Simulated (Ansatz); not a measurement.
# BrCl: the cost of one run

Program: Ansatz 0.2.0 through its Python package. The levels of theory stand in the script. These are calculated values, not measurements.

### 1 Starting point

Bond lengths: Br1–Cl2 2.085 Å.

The script holds or builds the structure itself.

### 2 Script

x2c.py

```python
'''Scalar relativity in BrCl.'''

import ansatz as az
from ase import Atoms
import numpy as np


def main() -> None:
    atoms = Atoms(['Br', 'Cl'], positions=[
        (0.0, 0.0, 0.0),
        (0.0, 0.0, 2.085),
    ])
    system = az.Crystal.molecule_from_ase(atoms)

    job = system.calculation().functional('B3LYP').forces()
    # a set contracted for a scalar-relativistic Hamiltonian goes with the relativistic run
    sets = {'none': 'cc-pVTZ', 'scalar': 'cc-pVTZ-DK'}
    found = {kind: job.basis(gaussian=basis).pseudopotentials(relativity=kind).run(threads=1, pin='off').report for kind, basis in sets.items()}
    for kind, each in found.items():
        dipole = 4.803205 * np.linalg.norm(each['charge_distribution']['dipole_moment_e_ang'])
        print(f'{kind:7s} E = {each["free_energy_ev"]:.4f} eV  dipole {dipole:.3f} D  largest force component {np.abs(each["forces_ev_ang"]).max():.4f} eV/A')
    print(f'relativity lowers the total energy by {found["none"]["free_energy_ev"] - found["scalar"]["free_energy_ev"]:.3f} eV')


if __name__ == '__main__':
    main()
```

### 3 The run

On the command line:

```bash
> python x2c.py
```

Q: Estimate wall time and peak memory on 1 thread of Arm Neoverse V1, shared host.

About 4.5 s, with a peak of 0.19 GiB.
